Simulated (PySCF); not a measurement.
# BiO3 (Bi(O)3-): the cost of one run

The runs use PySCF 2.14.0; PBE0, Bi def2-SVP with ECP60, O def2-SVP; scalar-relativistic core potentials, no spin–orbit coupling.

## 1. The system as given

4 atoms, charge -1, spin multiplicity 1.

Bond lengths: Bi1–O2 1.702 Å, Bi1–O3 1.702 Å, Bi1–O4 1.702 Å. Angles: O2–Bi1–O3 120.0°, O2–Bi1–O4 120.0°, O3–Bi1–O4 120.0°.

Coordinates:

```xyz
4
BiO3
Bi    0.0000    0.0000    0.0000
O     1.7020    0.0000    0.0000
O    -0.8510    1.4740    0.0000
O    -0.8510   -1.4740    0.0000
```

Formal oxidation states: Bi +5.

## 2. SCF at the start, singlet

run.py (the lines that set the calculation)

```python
mol = gto.M(atom='''
Bi     0.00000     0.00000     0.00000
O      1.70200     0.00000     0.00000
O     -0.85100     1.47400     0.00000
O     -0.85100    -1.47400     0.00000''',
    basis={'Bi': 'def2-SVP', 'O': 'def2-SVP'},
    ecp={'Bi': 'def2-SVP'},
    charge=-1, spin=0)
mf = dft.RKS(mol, xc='PBE0')
mf.grids.atom_grid = (50, 194)
mf = mf.density_fit()  # fitting sets: Bi def2-universal-JKFIT, O def2-universal-JKFIT
mf.conv_tol = 1e-08; mf.max_cycle = 55
mf.kernel(dm0)  # dm0: free metal ions and neutral atoms
```

Command:

```console
$ OMP_NUM_THREADS=2 python run.py
```

Q: Estimate wall time and peak memory on 2 threads of Intel Xeon Platinum 8259CL at 2.50GHz (Skylake/Cascade Lake), shared host.

About 1.3 s, with a peak of 0.31 GiB.
